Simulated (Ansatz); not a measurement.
Runs of Ansatz 0.2.0 on ZnH. It takes space group F-43m (No. 216, cubic). Conventional cell: a = 4.432 Å, b = 4.432 Å, c = 4.432 Å, α = 90.00°, β = 90.00°, γ = 90.00°. Around Zn (site symmetry -43m) lie 4 H at 1.92 Å. Around H (site symmetry -43m) lie 4 Zn at 1.92 Å. The cell was built by a generator and needn't be a form met in nature.

| level | gap on the mesh (eV) | pressure (GPa) |
| --- | --- | --- |
| PBE | none | 0.2 |
| LDA | none | -5.2 |
| PBEsol | none | -3.3 |
| revPBE | none | (b) |
| BLYP | none | (a) |

Alike in all rows: task band structure; potentials or basis Ansatz PAW; no spin polarisation; cell as given; k mesh 10 × 10 × 10; cutoff (eV) 420; smearing fermi-dirac 0.05 eV.

Question: Estimate the missing entries.

Answer: (a) 5.2; (b) 1.7.

Caveats: the PAW data sets come from PBE, with cores solved anew for the run's functional, which leaves a small shift of forces and pressure (some runs).

A gap of «none» marks a metal or a gap under the smearing width.
